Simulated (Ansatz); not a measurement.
# KRu3: the cost of one run

Computed with Ansatz 0.2.0 (DFT PBE, scalar-relativistic, plane waves, PAW, unless a step's input says otherwise).

## Step 1: The system as given

Symmetry: Fm-3m, No. 225, cubic system. The conventional cell has a = 7.510 Å, b = 7.510 Å, c = 7.510 Å, α = 90.00°, β = 90.00°, γ = 90.00°. Around K (site symmetry m-3m) lie 8 Ru at 3.25 Å. Ru (site symmetry -43m) has 4 K at 3.25 Å and 4 Ru at 3.25 Å as nearest neighbours. Ru (site symmetry m-3m) has 8 Ru at 3.25 Å as nearest neighbours.

As a file:

```
K Ru
1.0
     0.00000    3.75478    3.75478
     3.75478    0.00000    3.75478
     3.75478    3.75478    0.00000
K Ru
1 3
Direct
  0.00000 0.00000 0.00000
  0.75000 0.75000 0.75000
  0.50000 0.50000 0.50000
  0.25000 0.25000 0.25000
```

A structure generator made this guess: ordered superstructure of bcc (Fm-3m, No. 225). The dimensions are guesses.

## Step 2: Probe: one point on a coarse mesh

Contents of input.yaml:

```yaml
crystal:
  lattice:
    - [0.0, 3.75477997, 3.75477997]
    - [3.75477997, 0.0, 3.75477997]
    - [3.75477997, 3.75477997, 0.0]
  atoms:
    - { symbol: K, position: [0.0, 0.0, 0.0] }
    - { symbol: Ru, position: [0.75, 0.75, 0.75] }
    - { symbol: Ru, position: [0.5, 0.5, 0.5] }
    - { symbol: Ru, position: [0.25, 0.25, 0.25] }
basis:
  ecutwfc: 420
kpoints:
  mp_grid: { grid: [4, 4, 4] }
hamiltonian:
  xc: pbe
scf:
  occupations: { method: gaussian, width: 0.1 }
  lower_state_search: "off"
output:
  forces: true
  stress: true
  eigenvalues: true
```

Run with:

```console
$ ansatz run input.yaml --threads 1 --pin off --max-ram 2048MiB --backend cpu --events-out ev --progress --plain --runs-dir out
```

**Question.** How long does this run take on 1 thread of Intel Xeon Platinum 8375C at 2.90GHz (Ice Lake), shared host, and how much memory does it need?

About 2 s, with a peak of 0.39 GiB.
